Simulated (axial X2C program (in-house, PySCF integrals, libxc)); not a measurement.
# All-electron X2C curves of CBe

Aim: find the lowest determinant of CBe, scan the bond at several levels and fit the constants, once spin-free and once with spin–orbit coupling.

Program: an in-house X2C program for linear molecules on PySCF integrals. Level of theory: all-electron X2C, C dyall-v3z, Be dyall-cv3z. These are calculated values, not measurements.

## Step 1: Input

task.json reads:

```json
{"zs": [6, 4], "q": 0, "bas": ["dyall-v3z", "dyall-cv3z"], "levels": ["PBE0", "HF", "BHandHLYP"], "cc": true, "r0": 1.57, "thr": -2.0, "nmax": 90, "npts": 10, "nst": 2, "ntry": 6}
```

Keys: zs atomic numbers; q charge; bas basis sets; levels methods (HF also brings MP2); cc coupled cluster on or off; r0 starting distance in Å; thr threshold in hartree for freezing inner shells (an s shell follows its p shell); nmax most natural virtual spinors; npts points asked for on the curve; nst determinants followed; ntry starts of the search.

Launch:

```bash
python so2c.py task.json out
```

Spin-free means the one-electron spin-free X2C Hamiltonian; two-component (2c) means X2C with spin–orbit coupling and atomic mean-field two-electron Coulomb and Gaunt terms. Basis: C dyall-v3z contracted to [7s6p2d1f], Be dyall-cv3z contracted to [8s8p3d1f]; Gaussian nuclei, density fitting. Masses: C 12.000 u, Be 9.012 u.

Notation: σ, π±, δ± give the projection m of an orbital's angular momentum (0, ±1, ±2), α and β its spin, Λ and M_S the sums; ω is the projection of a spinor's total angular momentum and Ω the sum. Logs are in hartree.

The results follow Hamiltonian by Hamiltonian and level by level.

## Step 2: State search with PBE0

PBE0 moves the distance from 1.570 Å to 1.668 Å and compares determinants there.

Spin-free determinants:

```csv
ΔE (eV),state,open shells
0.00,"M_S = 1, Λ = 0","beyond closed shells: π+α, π-α"
0.21,"M_S = 2, Λ = 0","beyond closed shells: 2 × σα, π+α, π-α"
1.32,"M_S = 0, Λ = 0","beyond closed shells: 2 × σα, π+β, π-β"
1.39,"M_S = 1, Λ = 1","beyond closed shells: σα, π+α"
1.48,"M_S = 0, Λ = 1","beyond closed shells: σα, π+β"
1.51,"M_S = 0, Λ = 2","beyond closed shells: π+α, π+β"
1.51,"M_S = 0, Λ = 0","beyond closed shells: π+α, π-β"
```

Two-component determinants:

| ΔE (eV) | state | open shells |
| --- | --- | --- |
| 0.00 | Ω = 1 | excess of +ω over −ω: ω = -1/2, ω = 3/2 |
| 0.21 | Ω = 2 | excess of +ω over −ω: ω = 1/2, ω = 3/2 |
| 1.32 | Ω = 0 | excess of +ω over −ω: 3 × ω = -1/2, ω = 3/2 |
| 1.48 | Ω = 1 | excess of +ω over −ω: 2 × ω = 1/2 |
| 1.51 | Ω = 0 | closed shell |
| 1.51 | Ω = 0 | closed shell |
| 1.93 | Ω = 3 | excess of +ω over −ω: 3 × ω = 1/2, ω = 3/2 |

## Step 3: PBE0, spin-free

State followed: M_S = 1, Λ = 0 (beyond closed shells: π+α, π-α). The scan is laid around 1.668 Å, a first estimate of the minimum, and this SCF restarts from the orbitals of the search.

The SCF at the reference distance of 1.668 Å:

```text
spin-free X2C-1e  PBE0
basis functions 96  fitting functions 505  grid points 4355
iter        total energy     max residual
   1        -52.558290152     3.94e-05
   2        -52.558290186     2.31e-05
   3        -52.558290194     1.19e-05
converged
one-electron -84.92405292  Coulomb 32.81807248  exact exchange -1.96465454  xc functional -6.10171580  nuclear repulsion 7.61406059
```

Along the bond, energies from the lowest point:

| R (Å) | E (eV) | μ (D) | HOMO (eV) | LUMO (eV) | iterations |
| --- | --- | --- | --- | --- | --- |
| 1.451 | 0.5339 | 0.65 | -5.99 | -3.11 | 30 |
| 1.518 | 0.2248 | 0.89 | -6.13 | -2.96 | 27 |
| 1.568 | 0.0897 | 1.06 | -6.23 | -2.87 | 22 |
| 1.618 | 0.0191 | 1.23 | -6.33 | -2.78 | 19 |
| 1.668 | 0.0000 | 1.40 | -6.43 | -2.70 | 3 |
| 1.726 | 0.0283 | 1.59 | -6.55 | -2.65 | 17 |
| 1.785 | 0.0978 | 1.77 | -6.66 | -2.64 | 15 |
| 1.860 | 0.2298 | 2.00 | -6.80 | -2.67 | 16 |
| 1.952 | 0.4325 | 2.27 | -6.88 | -2.81 | 16 |
| 2.085 | 0.7627 | 2.60 | -6.69 | -2.99 | 16 |

Dipoles are positive if Be is the positive end.

Outer orbitals at the reference distance:

```
symmetry  occupied  ε (eV)             atomic character
      σα       yes  -17.42  64% C s, 16% Be p, 12% Be s
      σβ       yes  -13.59  57% C s, 18% Be s, 16% Be p
      σα       yes   -8.88     79% C p, 9% Be s, 6% C s
     π-α       yes   -7.49   79% C p, 15% Be p, 5% Be d
     π+α       yes   -7.49   79% C p, 15% Be p, 5% Be d
      σβ       yes   -6.43  48% Be s, 31% Be p, 16% C p
     π-β        no   -2.70            54% Be p, 44% C p
     π+β        no   -2.70            54% Be p, 44% C p
      σβ        no   -2.67    64% C p, 19% Be p, 9% C s
      σα        no   -2.40   59% Be s, 30% Be p, 6% C p
```

PBE0 fields in the half plane through the axis: z from -2.4 to 3.9 Å across, distance from the axis 0.15 to 2.25 Å upwards; C lies at z = 0 and Be at z = 1.668 Å; the ELF is damped to zero where the density is low.

log10 density (e/bohr³). Ten even steps from '0' (-5.02 ) to '9' (0.68 ):
```
0011222222222332222211
0112233333333333333221
0122334444444444433322
1223344555554444444332
1233455666555555544433
1234556676666555554433
2234566777766666555443
2334567797776996655443
```

ELF. Ten even steps from '0' (0.00 ) to '9' (1.00 ):
```
0000000000000123321000
0000011221112367886300
0000134444333589999841
0001356666554689999983
0013578887776689999997
0014688888886128999998
0025788747882001999999
0036888190880991899999
```

Re = 1.665 Å, ωe = 931 cm⁻¹, ωexe = 8.38 cm⁻¹, Be = 1.182 cm⁻¹, De = 2.62 eV, μ = 1.39 D. ⟨S²⟩ = 2.75 against 2.00 for a pure state, so this determinant mixes spins.

## Step 4: HF, spin-free

The SCF at the reference distance of 1.668 Å:

```text
spin-free X2C-1e  HF
basis functions 96  fitting functions 505  grid points 4355
iter        total energy     max residual
   1        -52.350538011     1.12e-01
   2        -52.362815466     1.83e-02
   3        -52.367350669     2.76e-02
   4        -52.368129166     1.22e-02
   5        -52.368527440     3.60e-03
   6        -52.368560664     2.32e-03
   7        -52.368575758     1.28e-04
   8        -52.368576052     8.30e-05
   9        -52.368576109     1.74e-05
  10        -52.368576114     6.76e-06
  11        -52.368576115     2.98e-06
converged
one-electron -84.87799373  Coulomb 32.83071062  exact exchange -7.93535359  xc functional 0.00000000  nuclear repulsion 7.61406059
```

Re = 1.656 Å, ωe = 970 cm⁻¹, ωexe = 7.58 cm⁻¹, Be = 1.194 cm⁻¹, De = 2.30 eV, μ = 0.65 D. ⟨S²⟩ = 2.95 against 2.00 for a pure state, so this determinant mixes spins.

## Step 5: BHandHLYP, spin-free

Output at 1.668 Å:

```text
spin-free X2C-1e  BHandHLYP
basis functions 96  fitting functions 505  grid points 4355
iter        total energy     max residual
   1        -52.610886251     1.69e-02
   2        -52.611620746     3.71e-03
   3        -52.611740845     3.51e-03
   4        -52.611782659     1.01e-03
   5        -52.611789630     2.67e-04
   6        -52.611790144     1.22e-04
   7        -52.611790264     1.51e-05
   8        -52.611790270     5.13e-06
converged
one-electron -84.94848534  Coulomb 32.85983961  exact exchange -3.94092899  xc functional -4.19627613  nuclear repulsion 7.61406059
```

Re = 1.653 Å, ωe = 945 cm⁻¹, ωexe = 8.6 cm⁻¹, Be = 1.198 cm⁻¹, De = 2.19 eV, μ = 1.31 D. ⟨S²⟩ = 2.81 against 2.00 for a pure state, so this determinant mixes spins.

## Step 6: MP2 and beyond, spin-free

Correlated methods: 6 electrons correlated (frozen shells, counted by type: C 1 s; Be 1 s), 152 virtual spinors in MP2, 72 natural virtuals in coupled cluster.

Output of the correlated part at 1.668 Å:

```text
correlated 6  virtual 152  natural virtual 72  E(MP2) -0.097261611  MP2 remainder -0.001657374
iter   CCSD correlation   residual
   1     -0.108811103   8.52e-02
   2     -0.114054414   4.30e-02
   3     -0.115587394   2.37e-02
   4     -0.116196200   1.29e-02
   5     -0.116526479   7.88e-03
   6     -0.116628838   3.57e-03
   7     -0.116641722   1.26e-03
   8     -0.116631968   6.34e-04
   9     -0.116637103   3.17e-04
  10     -0.116638713   1.33e-04
  11     -0.116640230   4.87e-05
  12     -0.116640419   1.80e-05
  13     -0.116640606   6.58e-06
  14     -0.116640669   2.78e-06
  15     -0.116640692   1.37e-06
  16     -0.116640688   5.39e-07
(T) -0.004683024  T1 0.0602  D1 0.1329  max T2 0.048
```

T1 in the output is the amplitude norm over the root of the electron number; divide by √2 for the Lee–Taylor value.

MP2: No constants are quoted: the reference is strongly spin-contaminated.

CCSD: Re = 1.672 Å, ωe = 924 cm⁻¹, ωexe = 8.44 cm⁻¹, Be = 1.172 cm⁻¹, De = 1.87 eV. T1 at Re = 0.043 (Lee–Taylor, the printed value over √2).

CCSD(T): Re = 1.675 Å, ωe = 916 cm⁻¹, ωexe = 8.61 cm⁻¹, Be = 1.167 cm⁻¹, De = 1.94 eV. T1 at Re = 0.043 (Lee–Taylor, the printed value over √2).

## Step 7: A higher determinant, spin-free

State: M_S = 2, Λ = 0 (beyond closed shells: 2 × σα, π+α, π-α).

Output at the reference distance:

```text
spin-free X2C-1e  PBE0
basis functions 96  fitting functions 505  grid points 4355
iter        total energy     max residual
   1        -52.550705203     3.32e-05
   2        -52.550705215     1.33e-05
   3        -52.550705217     3.27e-06
converged
one-electron -84.84721808  Coulomb 32.76980769  exact exchange -1.97451711  xc functional -6.11283831  nuclear repulsion 7.61406059
```

| R (Å) | E above the lowest PBE0 point (eV) |
| --- | --- |
| 1.451 | 0.589 |
| 1.518 | 0.330 |
| 1.568 | 0.231 |
| 1.618 | 0.193 |
| 1.668 | 0.206 |
| 1.726 | 0.271 |
| 1.785 | 0.375 |
| 1.860 | 0.552 |
| 1.952 | 0.809 |

Re = 1.628 Å, ωe = 1000 cm⁻¹, ωexe = 7.29 cm⁻¹, Be = 1.235 cm⁻¹, μ = 0.12 D. Te = 0.19 eV.

## Step 8: The spin-free curves together

Energy (eV) of the followed determinant, spin-free, from each level's lowest point:

| R (Å) | PBE0 | HF | MP2 (spin-contaminated) | CCSD | CCSD(T) | BHandHLYP |
| --- | --- | --- | --- | --- | --- | --- |
| 1.451 | 0.534 | 0.522 | 0.552 | n/a | n/a | 0.485 |
| 1.518 | 0.225 | 0.212 | 0.237 | 0.245 | 0.254 | 0.193 |
| 1.568 | 0.090 | 0.079 | 0.097 | 0.103 | 0.109 | 0.070 |
| 1.618 | 0.019 | 0.013 | 0.023 | 0.025 | 0.028 | 0.010 |
| 1.668 | 0.000 | 0.000 | 0.000 | 0.000 | 0.000 | 0.000 |
| 1.726 | 0.028 | 0.038 | 0.025 | 0.022 | 0.019 | 0.038 |
| 1.785 | 0.098 | 0.119 | 0.093 | 0.087 | 0.079 | 0.116 |
| 1.860 | 0.230 | 0.270 | 0.225 | 0.213 | 0.201 | 0.258 |
| 1.952 | 0.433 | 0.498 | 0.431 | n/a | n/a | 0.468 |
| 2.085 | 0.763 | 0.869 | 0.774 | n/a | n/a | 0.802 |

## Step 9: PBE0, 2c

State followed: Ω = 1 (excess of +ω over −ω: ω = -1/2, ω = 3/2). The scan is laid around 1.668 Å, a first estimate of the minimum, and this SCF restarts from the orbitals of the search.

Output at 1.668 Å:

```text
two-component X2C + atomic mean field  PBE0
basis functions 96  fitting functions 505  grid points 4355
iter        total energy     max residual
   1        -52.556419192     6.08e-05
   2        -52.556419235     4.02e-05
   3        -52.556419244     1.14e-05
converged
one-electron -84.91936218  Coulomb 32.81667245  exact exchange -1.96455195  xc functional -6.10141259  nuclear repulsion 7.61406059  atomic mean-field constant -0.00182557
```

Along the bond, energies from the lowest point:

| R (Å) | E (eV) | μ (D) | HOMO (eV) | LUMO (eV) | iterations |
| --- | --- | --- | --- | --- | --- |
| 1.451 | 0.5342 | 0.65 | -5.99 | -3.11 | 31 |
| 1.518 | 0.2250 | 0.89 | -6.13 | -2.96 | 29 |
| 1.568 | 0.0898 | 1.06 | -6.23 | -2.87 | 22 |
| 1.618 | 0.0191 | 1.23 | -6.33 | -2.78 | 19 |
| 1.668 | 0.0000 | 1.40 | -6.43 | -2.70 | 3 |
| 1.726 | 0.0282 | 1.59 | -6.55 | -2.65 | 17 |
| 1.785 | 0.0977 | 1.77 | -6.66 | -2.64 | 15 |
| 1.860 | 0.2297 | 2.00 | -6.80 | -2.67 | 17 |
| 1.952 | 0.4323 | 2.27 | -6.88 | -2.81 | 16 |
| 2.085 | 0.7624 | 2.60 | -6.68 | -2.99 | 16 |

Dipoles are positive if Be is the positive end.

Outer spinors at the reference distance:

```
   ω  occupied  ε (eV)             atomic character  λ mixture
 1/2       yes  -17.42  64% C s, 16% Be p, 12% Be s     100% σ
-1/2       yes  -13.59  57% C s, 18% Be s, 16% Be p     100% σ
 1/2       yes   -8.88     79% C p, 9% Be s, 6% C s     100% σ
-1/2       yes   -7.49   79% C p, 15% Be p, 5% Be d     100% π
 3/2       yes   -7.48   79% C p, 15% Be p, 5% Be d     100% π
-1/2       yes   -6.43  48% Be s, 31% Be p, 16% C p     100% σ
 1/2        no   -2.70            54% Be p, 44% C p     100% π
-3/2        no   -2.70            54% Be p, 44% C p     100% π
-1/2        no   -2.67    64% C p, 19% Be p, 9% C s     100% σ
 1/2        no   -2.40   59% Be s, 30% Be p, 6% C p     100% σ
```

PBE0 fields in the half plane through the axis: z from -2.4 to 3.9 Å across, distance from the axis 0.15 to 2.25 Å upwards; C lies at z = 0 and Be at z = 1.668 Å; the ELF is damped to zero where the density is low.

log10 density (e/bohr³). Ten even steps from ' ' (-5.02 ) to '@' (0.68 ):
```
    ....::::::::::::::::::----::::::::::....
  ....::::----------------------------::::..
  ..::::----======================------::::
..::::----====++++++++++==============----::
..::----==++++******++++++++++++++======----
..::--==++++****##********++++++++++====----
::::--==++****########**********++++++====--
::----==++**####@@######**@@@@****++++====--
```

ELF. Ten even steps from ' ' (0.00 ) to '@' (1.00 ):
```
                          ..::----::..      
          ....::::......::--**##%%%%**--    
        ..--========------++%%@@@@@@@@%%==..
      ..--++********++++==**%%@@@@@@@@@@%%--
    ..--++##%%%%%%######****%%@@@@@@@@@@@@##
    ..==**%%%%%%%%%%%%%%**..::%%@@@@@@@@@@%%
    ::++##%%%%##==##%%%%::    ..@@@@@@@@@@@@
    --**%%%%%%..@@  %%%%  @@@@..%%@@@@@@@@@@
```

Re = 1.665 Å, ωe = 931 cm⁻¹, ωexe = 8.38 cm⁻¹, Be = 1.182 cm⁻¹, De = 2.62 eV, μ = 1.39 D.

## Step 10: HF, 2c

The SCF at the reference distance of 1.668 Å:

```text
two-component X2C + atomic mean field  HF
basis functions 96  fitting functions 505  grid points 4355
iter        total energy     max residual
   1        -52.348662513     1.12e-01
   2        -52.360941057     1.83e-02
   3        -52.365478749     2.76e-02
   4        -52.366257662     1.22e-02
   5        -52.366656187     3.61e-03
   6        -52.366689436     2.32e-03
   7        -52.366704546     1.31e-04
   8        -52.366704840     8.30e-05
   9        -52.366704898     1.74e-05
  10        -52.366704903     6.80e-06
  11        -52.366704903     3.08e-06
  12        -52.366704903     1.43e-06
converged
one-electron -84.87319714  Coulomb 32.82919588  exact exchange -7.93493867  xc functional 0.00000000  nuclear repulsion 7.61406059  atomic mean-field constant -0.00182557
```

Re = 1.656 Å, ωe = 970 cm⁻¹, ωexe = 7.58 cm⁻¹, Be = 1.194 cm⁻¹, De = 2.30 eV, μ = 0.65 D.

## Step 11: BHandHLYP, 2c

Output at 1.668 Å:

```text
two-component X2C + atomic mean field  BHandHLYP
basis functions 96  fitting functions 505  grid points 4355
iter        total energy     max residual
   1        -52.609010505     1.69e-02
   2        -52.609745024     3.71e-03
   3        -52.609865024     3.51e-03
   4        -52.609906866     1.01e-03
   5        -52.609913838     2.67e-04
   6        -52.609914354     1.22e-04
   7        -52.609914476     1.52e-05
   8        -52.609914482     7.02e-06
converged
one-electron -84.94371137  Coulomb 32.85834689  exact exchange -3.94072080  xc functional -4.19606422  nuclear repulsion 7.61406059  atomic mean-field constant -0.00182557
```

Re = 1.654 Å, ωe = 945 cm⁻¹, ωexe = 8.61 cm⁻¹, Be = 1.198 cm⁻¹, De = 2.19 eV, μ = 1.31 D.

## Step 12: MP2 and beyond, 2c

Correlated methods: 6 electrons correlated (frozen shells, counted by type: C 1 s; Be 1 s), 151 virtual spinors in MP2, 72 natural virtuals in coupled cluster.

Output of the correlated part at 1.668 Å:

```text
correlated 6  virtual 151  natural virtual 72  E(MP2) -0.097240361  MP2 remainder -0.001648181
iter   CCSD correlation   residual
   1     -0.108802586   8.52e-02
   2     -0.114048600   4.30e-02
   3     -0.115582399   2.37e-02
   4     -0.116191570   1.29e-02
   5     -0.116522117   7.88e-03
   6     -0.116624615   3.57e-03
   7     -0.116637505   1.26e-03
   8     -0.116627758   6.35e-04
   9     -0.116632893   3.18e-04
  10     -0.116634505   1.33e-04
  11     -0.116636028   4.89e-05
  12     -0.116636219   1.81e-05
  13     -0.116636406   6.61e-06
  14     -0.116636470   2.81e-06
  15     -0.116636494   1.41e-06
  16     -0.116636489   5.99e-07
(T) -0.004683559  T1 0.0603  D1 0.1330  max T2 0.048
```

MP2: No constants are quoted: the reference is strongly spin-contaminated.

CCSD: Re = 1.672 Å, ωe = 924 cm⁻¹, ωexe = 8.44 cm⁻¹, Be = 1.172 cm⁻¹, De = 1.87 eV. T1 at Re = 0.043 (Lee–Taylor, the printed value over √2).

CCSD(T): Re = 1.675 Å, ωe = 916 cm⁻¹, ωexe = 8.61 cm⁻¹, Be = 1.167 cm⁻¹, De = 1.94 eV. T1 at Re = 0.043 (Lee–Taylor, the printed value over √2).

## Step 13: A higher determinant, 2c

State: Ω = 2 (excess of +ω over −ω: ω = 1/2, ω = 3/2).

Output at the reference distance:

```text
two-component X2C + atomic mean field  PBE0
basis functions 96  fitting functions 505  grid points 4355
iter        total energy     max residual
   1        -52.548830367     5.78e-05
   2        -52.548830377     4.63e-05
   3        -52.548830403     1.10e-05
   4        -52.548830404     6.13e-06
converged
one-electron -84.84240976  Coulomb 32.76828765  exact exchange -1.97441518  xc functional -6.11252814  nuclear repulsion 7.61406059  atomic mean-field constant -0.00182557
```

| R (Å) | E above the lowest PBE0 point (eV) |
| --- | --- |
| 1.451 | 0.589 |
| 1.518 | 0.331 |
| 1.568 | 0.231 |
| 1.618 | 0.194 |
| 1.668 | 0.207 |
| 1.726 | 0.271 |
| 1.785 | 0.375 |
| 1.860 | 0.552 |
| 1.952 | 0.809 |

Re = 1.628 Å, ωe = 1000 cm⁻¹, ωexe = 7.29 cm⁻¹, Be = 1.235 cm⁻¹, μ = 0.12 D. Te = 0.19 eV.

## Step 14: The 2c curves together

Energy (eV) of the followed determinant, 2c, from each level's lowest point:

| R (Å) | PBE0 | HF | MP2 (spin-contaminated) | CCSD | CCSD(T) | BHandHLYP |
| --- | --- | --- | --- | --- | --- | --- |
| 1.451 | 0.534 | 0.522 | 0.552 | n/a | n/a | 0.486 |
| 1.518 | 0.225 | 0.212 | 0.237 | 0.246 | 0.254 | 0.193 |
| 1.568 | 0.090 | 0.079 | 0.097 | 0.103 | 0.109 | 0.070 |
| 1.618 | 0.019 | 0.013 | 0.023 | 0.025 | 0.028 | 0.010 |
| 1.668 | 0.000 | 0.000 | 0.000 | 0.000 | 0.000 | 0.000 |
| 1.726 | 0.028 | 0.038 | 0.025 | 0.022 | 0.019 | 0.038 |
| 1.785 | 0.098 | 0.119 | 0.093 | 0.087 | 0.079 | 0.116 |
| 1.860 | 0.230 | 0.269 | 0.224 | 0.213 | 0.201 | 0.257 |
| 1.952 | 0.432 | 0.498 | 0.430 | n/a | n/a | 0.468 |
| 2.085 | 0.762 | 0.869 | 0.773 | n/a | n/a | 0.802 |

The whole job took 34 s on 1 thread of Arm Neoverse V2, shared host; peak memory 0.29 GiB.

## Step 15: Results

Lowest determinant that the search found at its distance, spin-free: M_S = 1, Λ = 0 (beyond closed shells: π+α, π-α).

Lowest determinant that the search found at its distance, 2c: Ω = 1 (excess of +ω over −ω: ω = -1/2, ω = 3/2).

| Hamiltonian | level | Re (Å) | ωe (cm⁻¹) | De (eV) | μ (D) |
| --- | --- | --- | --- | --- | --- |
| spin-free | PBE0 | 1.665 | 931 | 2.62 | 1.39 |
| spin-free | HF | 1.656 | 970 | 2.30 | 0.65 |
| spin-free | CCSD | 1.672 | 924 | 1.87 | n/a |
| spin-free | CCSD(T) | 1.675 | 916 | 1.94 | n/a |
| spin-free | BHandHLYP | 1.653 | 945 | 2.19 | 1.31 |
| 2c | PBE0 | 1.665 | 931 | 2.62 | 1.39 |
| 2c | HF | 1.656 | 970 | 2.30 | 0.65 |
| 2c | CCSD | 1.672 | 924 | 1.87 | n/a |
| 2c | CCSD(T) | 1.675 | 916 | 1.94 | n/a |
| 2c | BHandHLYP | 1.654 | 945 | 2.19 | 1.31 |

Dipoles are positive if Be is the positive end. No constants: spin-free MP2 (the reference is strongly spin-contaminated); 2c MP2 (the reference is strongly spin-contaminated). Spin-free ⟨S²⟩ is off its pure value at PBE0 2.75, HF 2.95, BHandHLYP 2.81.

Time per point (s) on 1 thread of Arm Neoverse V2, shared host (2c runs; CCSD comes with the CCSD(T) run); the times are rough: PBE0 0.25, HF 0.084, CCSD(T) 0.78, BHandHLYP 0.25.

At CCSD(T), going from spin-free to two-component changes Re by 0 mÅ, ωe by 0.0 %; the spin-free picture holds up (part of it comes from the scalar share of the two-electron terms). De moves by 0.00 eV; both De rest on single-determinant atoms, which can miss part of an open shell's spin–orbit lowering.

De refers to C + Be, each in the lowest determinant found, which need not be this curve's own limit. Each curve is one determinant whose occupation by symmetry is held fixed; it was picked as the lowest of a PBE0 search that is not exhaustive. Dissociation energies refer to the lowest single-determinant-based atoms at the same level and basis. Density functionals use the spin component along the axis (collinear). Coupled cluster ran in a truncated set of natural virtual spinors; the MP2 energy of the rest was added. With several unpaired electrons one determinant need not be a pure state. The spin-free determinant is spin-contaminated at some levels. T1 at Re is 0.043 (Lee–Taylor), above the customary mark of 0.02.
